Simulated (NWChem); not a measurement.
**AlBrF (SMILES [F][Al][Br]) at UHF/pcseg-2**

Aim: the electronic atomisation energy of AlBrF at UHF/pcseg-2, from 4 runs. 

Program for the calculation: NWChem 7.3.0.

### Step 1. Starting point

AlBrF: 3 atoms, total charge 0, spin state doublet. SMILES: `[F][Al][Br]`. Geometry: relaxed at PBE0-D4/def2-TZVP.

Bond lengths: F1–Al2 1.648 Å, Al2–Br3 2.266 Å. Angles: F1–Al2–Br3 118.9°.

### Step 2. The energy at UHF/pcseg-2 (run 1)

sp.nw reads:

```
start sp
memory total 2200 mb
charge 0

geometry units angstroms noautosym nocenter noautoz
F       -1.120000       1.016600      -0.510500
Al      -0.440000      -0.468200      -0.288800
Br       1.549000      -0.613200       0.786200
end

basis spherical bse
* library pcseg-2
end

scf
nopen 1
uhf
thresh 1e-08
maxiter 80
noprint "final vectors analysis"
end

task scf energy
```

On the command line:

```
$ nwchem sp.nw > sp.out
```

The program printed:

```text
[...]
  functions       =   107
[...]
  wavefunction    = UHF
[...]
         Total SCF energy =  -2913.960470145399
      One electron energy =  -4446.538011961946
      Two electron energy =   1339.496610311909
 Nuclear repulsion energy =    193.080931504638
                       Sz =      0.5000
                 Sz(Sz+1) =      0.7500
                      S^2 =      0.7534
[...]
```

It took 58 s on 1 thread of AMD EPYC 9R45 (Zen 5), shared host; peak memory 0.11 GiB.

### Step 3. The Al atom at the same level (run 2)

work.nw reads:

```
start work
title "Al energy"
memory total 2200 mb
geometry units angstroms noautosym nocenter noautoz
 Al     0.000000     0.000000     0.000000
end
basis spherical bse
 * library pcseg-2
end
scf
 doublet
 uhf
 thresh 1e-08
 maxiter 80
 print low
end
task scf
```

Run the same way, it converges to -241.86934 Eh (log not shown).

Run 3 isn't shown in full; the table further down has it.

### Step 4. The F atom at the same level (run 4)

input.nw reads:

```
start input
memory total 2200 mb

geometry noautosym nocenter noautoz
 F        0.000000       0.000000       0.000000
end

basis spherical bse
 F library pcseg-2
end

scf
 doublet
 uhf
 thresh 1e-08
 maxiter 80
 noprint "final vectors analysis"
end

task scf energy
```

Run the same way, it converges to -99.40643 Eh (log not shown).

### Step 5. All runs side by side

```csv
run,partner,energy (Eh),⟨S²⟩,wall time
1,base,-2913.960470,0.753,58 s
2,atoms,-241.869341,0.757,1.6 s
3,atoms,-2572.417594,0.759,11 s
4,atoms,-99.406432,0.754,0.79 s
```

### Step 6. Summary of results

At UHF/pcseg-2:

| quantity | value |
| --- | --- |
| F atom: total energy | -99.40643 Eh |
| F atom: dipole moment | 0.00 D |
| F atom: ⟨S²⟩ | 0.754 |
| electronic atomisation energy | 7.268 eV |

In words: Taking the molecule apart into free atoms costs 7.27 eV (168 kcal/mol), before zero-point energy and without spin-orbit coupling. Hartree–Fock lacks the correlation of the bonding pairs, which as a rule makes this value much too low; in minimal bases other errors can mask that. All runs together took 71 s, the longest 58 s.
